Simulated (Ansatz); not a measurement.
**ZrOs: response to strain**

Aim: deform ZrOs (zz strain of +2 %) and compute stress, forces and field gradients with LAPW, PAW and all-electron datasets made for the crystal.

Computed with Ansatz 0.2.0 (DFT LDA, scalar-relativistic, unless a step's input says otherwise).

## 1. Starting point

The structure is cubic, space group Pm-3m (No. 221). Conventional cell: a = 3.263 Å, b = 3.263 Å, c = 3.263 Å, α = 90.00°, β = 90.00°, γ = 90.00°. Zr (site symmetry m-3m) has 8 Os at 2.83 Å as nearest neighbours. Os (site symmetry m-3m) is surrounded by 8 Zr at 2.83 Å.

As a file:

```xyz
2
Lattice="3.2630 0.0000 0.0000 0.0000 3.2630 0.0000 0.0000 0.0000 3.2630" Properties=species:S:1:pos:R:3 pbc="T T T"
Zr    1.6315    1.6315    1.6315
Os    0.0000    0.0000    0.0000
```

Atoms are numbered in the order of the input: Zr1, Os2.

## 2. The deformed structure

Space group Pm-3m before, P4/mmm after.

## 3. Full-potential LAPW

input.yaml

```yaml
crystal:
  lattice:
    - [3.263, 0.0, 0.0]
    - [0.0, 3.263, 0.0]
    - [0.0, 0.0, 3.32826]
  atoms:
    - { symbol: Zr, position: [0.5, 0.5, 0.5] }
    - { symbol: Os, position: [0.0, 0.0, 0.0] }
kpoints:
  mp_grid: { grid: [13, 13, 13] }
  band_path:
    path:
      - [0.0, 0.0, 0.0]
      - [0.0, 0.5, 0.0]
      - [0.5, 0.5, 0.0]
      - [0.0, 0.0, 0.0]
      - [0.0, 0.0, 0.5]
      - [0.0, 0.5, 0.5]
      - [0.5, 0.5, 0.5]
      - [0.0, 0.0, 0.5]
      - [0.0, 0.5, 0.0]
    npoints: 5
scf:
  occupations: { method: fermi_dirac, width: 0.03 }
hamiltonian:
  xc: lda
  pseudopotentials: { kind: all_electron, lapw: { basis_error: 0.00025 } }
output:
  forces: true
  stress: true
  eigenvalues: true
```

The run is started by

```sh
$ ansatz run input.yaml --threads 1 --pin off --max-ram 3072MiB --backend cpu --events-out ev --progress --plain --runs-dir out
```

## 4. PAW on the default files

input.yaml

```yaml
crystal:
  lattice:
    - [3.263, 0.0, 0.0]
    - [0.0, 3.263, 0.0]
    - [0.0, 0.0, 3.32826]
  atoms:
    - { symbol: Zr, position: [0.5, 0.5, 0.5] }
    - { symbol: Os, position: [0.0, 0.0, 0.0] }
kpoints:
  mp_grid: { grid: [13, 13, 13] }
scf:
  occupations: { method: fermi_dirac, width: 0.03 }
hamiltonian:
  xc: lda
  pseudopotentials: { kind: paw }
output:
  forces: true
  stress: true
  eigenvalues: true
  efg: { contact_densities: true }
```

## 5. All-electron PAW on datasets made for the crystal

Changes to input.yaml since step 4:

```diff
@@ -14,3 +14,3 @@
   xc: lda
-  pseudopotentials: { kind: paw }
+  pseudopotentials: { kind: all_electron, datasets: crystal }
 output:
```

(Steps that only read results are left out.)

What does the calculation give? Wanted: pressure; largest shear or deviatoric stress.

**Answer**, as computed:

```
                                 quantity                                                 value
                                 pressure  LAPW -11.29, PAW -11.32, crystal datasets -11.29 GPa
largest shear or deviatoric stress (LAPW)                                              2.37 GPa
```

The largest part of the stress beyond the pressure is 2.37 GPa in size, in the zz component; the atoms are carried along and not relaxed. No run of the undeformed cell stands beside it, so the pressure holds what the given cell had before the change. PAW: stress within 0.02 GPa of LAPW. Crystal datasets: stress within 0.01 GPa of LAPW. Spin-orbit coupling is left out, though the cell holds Os; in elements this heavy it can shift bands and gaps by tenths of an eV.
